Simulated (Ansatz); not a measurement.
What does this script print? It uses the Ansatz DFT code, driven from Python.

Script `terms.py`:
```python
import ansatz as az
from pymatgen.core import Lattice, Structure
from pymatgen.io.ase import AseAtomsAdaptor


def main() -> None:
    pmg_structure = Structure(
        Lattice([(2.76256, 0.0, 0.0), (-1.38128, 2.39245, 0.0), (0.0, 0.0, 9.11839)]),
        ['Pd', 'Pd', 'Pd', 'Pd'],
        [
            (0.0, 0.0, 0.0),
            (1 / 3, 2 / 3, 0.25),
            (0.0, 0.0, 0.5),
            (2 / 3, 1 / 3, 0.75),
        ],
    )
    system = az.Crystal.from_ase(AseAtomsAdaptor.get_atoms(pmg_structure))

    setup = (
        system.calculation()
        .kpoints(9, 9, 3)
        .occupations(az.OccupationsMethod.METHFESSEL_PAXTON, width=0.1)
        .scf(tolerance=1e-08)
    )
    with_term = setup.functional('pbesol', dispersion='d3bj').basis(420).cutoff_correction(670).run(threads=1, backend='cpu').report
    without = setup.functional('pbesol').basis(420).run(threads=1, backend='cpu').report
    finer = setup.functional('pbesol').basis(670).run(threads=1, backend='cpu').report
    removed = az.free_energy_without(with_term, az.EnergyTerm.DISPERSION)
    print(f'dispersion term            {with_term["components"]["e_disp"]:.5f} eV')
    print(f'F less dispersion          {removed:.5f} eV, run without it {without["free_energy_ev"]:.5f} eV')
    print(f'F less smearing term       {az.free_energy_without(without, az.EnergyTerm.SMEARING):.5f} eV')
    print(f'estimated gain to 670 eV   {with_term["cutoff_correction"]["energy_ev"]:.5f} eV, found {finer["free_energy_ev"] - without["free_energy_ev"]:.5f} eV')


if __name__ == '__main__':
    main()
```

Output of `python terms.py`:
```text
dispersion term            -2.43492 eV
F less dispersion          -27626.48121 eV, run without it -27626.48121 eV
F less smearing term       -27626.47620 eV
estimated gain to 670 eV   -0.00829 eV, found -0.00829 eV
```

Reading the output:
- Absolute energies stand on the zero of these potentials, so only differences at equal settings mean something. A total without «per atom» is that of the cell as typed.
- Dispersion corrections can be off by several per cent in the lattices of metals, and by several GPa in the pressure at a fixed cell.
- For a metal this k-point mesh is coarse: on a finer one energies can move by several to tens of meV an atom and pressures by half a GPa or more, differences at one mesh by less.
- This isn't the structure that Pd takes at ambient conditions.
- Hardware and time: 12 s on 1 thread of Arm Neoverse V1, with other jobs on the host, peak memory 0.5 GiB.

(Lines on the test bed's own set-up are left out of the output.)
